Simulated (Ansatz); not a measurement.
**HfCO (singlet): from a generated start to a stationary point**

Aim: relax a generated start of HfCO (singlet) and see which bonds hold.

The runs use Ansatz 0.2.0, Gaussian basis; RKS PBE0/def2-TZVP.

### Step 1. The starting structure

3 atoms, charge 0, spin multiplicity 1.

Atoms are counted from 1 here; the program's logs count them from 0.

Bond lengths: Hf1–C2 2.332 Å, Hf1–O3 2.896 Å, C2–O3 1.165 Å. Angles: C2–Hf1–O3 22.6°, Hf1–C2–O3 107.1°, Hf1–O3–C2 50.3°.

As a file:

```xyz
3
charge 0, multiplicity 1
Hf   -0.34675   -0.06875   -0.00036
C     1.98235   -0.18728    0.00411
O     2.38018    0.90756    0.00093
```

The start was built by rule and, where that kept it together, relaxed with GFN2-xTB. Sticks and bond lists go by distance. No spin-orbit coupling is included. Elements past krypton take def2 core potentials.

### Step 2. The run

in.yaml reads:

```yaml
crystal:
  periodic: [false, false, false]
  atoms:
    - {symbol: Hf, position_ang: [-0.346747, -0.068749, -0.000360]}
    - {symbol: C, position_ang: [1.982350, -0.187278, 0.004107]}
    - {symbol: O, position_ang: [2.380176, 0.907556, 0.000934]}
basis:
  gaussian: {orbitals: def2-TZVP}
hamiltonian: {xc: pbe0}
relax: {f_tol: 0.004, max_steps: 80}
```

Launch:

```console
ansatz run in.yaml --threads 1 --pin off --events-out ev --progress --plain --max-ram 2176MiB
```

**Question.** What will these runs give? Wanted: energy gained; shift from the start; total energy; dipole moment.

The runs gave:

```
                  quantity          value
                     steps              7
             energy gained       1.220 eV
shift from the start (rms)        0.455 Å
              total energy  -4383.7758 eV
             dipole moment         2.73 D
```

**Reading.** By distance, Hf1–O3 opened. Hf1–O3 went from 2.896 to 3.246 Å. No vibrations were run, so this is a stationary point, not a proven minimum, and this spin need not be the ground state's.
